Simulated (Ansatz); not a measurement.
# AgB2: the cost of one run

Computed with Ansatz 0.2.0 (DFT PBE, scalar-relativistic, plane waves, PAW, unless a step's input says otherwise).

1 further run of the same task is left out (it didn't finish).

### Step 1. Starting point

Symmetry: P6/mmm, No. 191, hexagonal system. Conventional cell: a = 3.000 Å, b = 3.000 Å, c = 3.240 Å, α = 90.00°, β = 90.00°, γ = 120.00°. Ag (site symmetry 6/mmm) is surrounded by 12 B at 2.37 Å. B (site symmetry -6m2) is surrounded by 3 B at 1.73 Å and 6 Ag at 2.37 Å.

As a file:

```cif
data_structure
_symmetry_space_group_name_H-M 'P 1'
_symmetry_Int_Tables_number 1
_cell_length_a 3.0000
_cell_length_b 3.0000
_cell_length_c 3.2400
_cell_angle_alpha 90.000
_cell_angle_beta 90.000
_cell_angle_gamma 120.000
_cell_volume 25.25
loop_
_atom_site_label
_atom_site_type_symbol
_atom_site_fract_x
_atom_site_fract_y
_atom_site_fract_z
_atom_site_occupancy
Ag1 Ag 0.00000 0.00000 0.00000 1
B1 B 0.33333 0.66667 0.50000 1
B2 B 0.66667 0.33333 0.50000 1
```

This is candidate A: structure reported for this formula (P6/mmm, No. 191).

(A quick probe on a coarse mesh, which set the mesh and smearing, is not shown.)

### Step 3. A loose first relaxation (candidate A)

Contents of input.yaml:

```yaml
crystal:
  lattice:
    - [3.0000016405, 0.0, 0.0]
    - [-1.5000008203, 2.5980776321, 0.0]
    - [0.0, 0.0, 3.24]
  atoms:
    - { symbol: Ag, position: [0.0, 0.0, 0.0] }
    - { symbol: B, position: [0.3333333333, 0.6666666667, 0.5] }
    - { symbol: B, position: [0.6666666667, 0.3333333333, 0.5] }
basis:
  ecutwfc: 420
kpoints:
  mp_grid: { grid: [6, 6, 6] }
hamiltonian:
  xc: pbe
scf:
  occupations: { method: gaussian, width: 0.1 }
  lower_state_search: "off"
output:
  forces: true
  stress: true
  eigenvalues: true
relax:
  adjacent_minimum: "off"
  f_tol: 0.04
  max_steps: 70
  cell: { stress_tol: 0.4 }
```

Started as:

```
$ ansatz run input.yaml --threads 1 --pin off --max-ram 2560MiB --backend cpu --events-out ev --progress --plain --runs-dir out
```

What time and memory should one allow on 1 thread of Arm Neoverse V1, shared host?

About 12 s, with a peak of 0.29 GiB.
